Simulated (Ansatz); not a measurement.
# HfB2: the cost of one run

Program: Ansatz 0.2.0. Level of theory: DFT PBE, scalar-relativistic, plane waves, PAW. These are calculated values, not measurements.

### 1 The starting structure

The structure is hexagonal, space group P6/mmm (No. 191). Conventional cell: a = 3.164 Å, b = 3.164 Å, c = 3.426 Å, α = 90.00°, β = 90.00°, γ = 120.00°. Hf (site symmetry 6/mmm) is surrounded by 12 B at 2.50 Å. B (site symmetry -6m2) is surrounded by 3 B at 1.83 Å and 6 Hf at 2.50 Å.

As a file:

```cif
data_structure
_symmetry_space_group_name_H-M 'P 1'
_symmetry_Int_Tables_number 1
_cell_length_a 3.1645
_cell_length_b 3.1645
_cell_length_c 3.4264
_cell_angle_alpha 90.000
_cell_angle_beta 90.000
_cell_angle_gamma 120.000
_cell_volume 29.71
loop_
_atom_site_label
_atom_site_type_symbol
_atom_site_fract_x
_atom_site_fract_y
_atom_site_fract_z
_atom_site_occupancy
Hf1 Hf 0.00000 0.00000 0.00000 1
B1 B 0.33333 0.66667 0.50000 1
B2 B 0.66667 0.33333 0.50000 1
```

(A quick probe on a coarse mesh, which set the mesh and smearing, is not shown.)

### 3 Relaxing cell and atoms

Contents of input.yaml:

```yaml
crystal:
  lattice:
    - [3.16448151, 0.0, 0.0]
    - [-1.582240755, 2.7405213774, 0.0]
    - [0.0, 0.0, 3.4263805287]
  atoms:
    - { symbol: Hf, position: [0.0, 0.0, 0.0] }
    - { symbol: B, position: [0.3333333333, 0.6666666667, 0.5] }
    - { symbol: B, position: [0.6666666667, 0.3333333333, 0.5] }
basis:
  ecutwfc: 420
kpoints:
  mp_grid: { grid: [15, 15, 12] }
hamiltonian:
  xc: pbe
scf:
  occupations: { method: gaussian, width: 0.1 }
output:
  forces: true
  stress: true
  eigenvalues: true
  write_density: true
  write_potential: true
  elf: true
  volumetric_format: npy
relax:
  adjacent_minimum: "off"
  f_tol: 0.005
  max_steps: 80
  cell: { stress_tol: 0.05 }
```

Command:

```
> ansatz run input.yaml --threads 2 --pin off --max-ram 5632MiB --backend cpu --events-out ev --progress --plain --runs-dir out
```

**Question.** How long does this run take on 2 threads of Arm Neoverse V1, shared host, and how much memory does it need?

About 20 s, with a peak of 0.41 GiB.
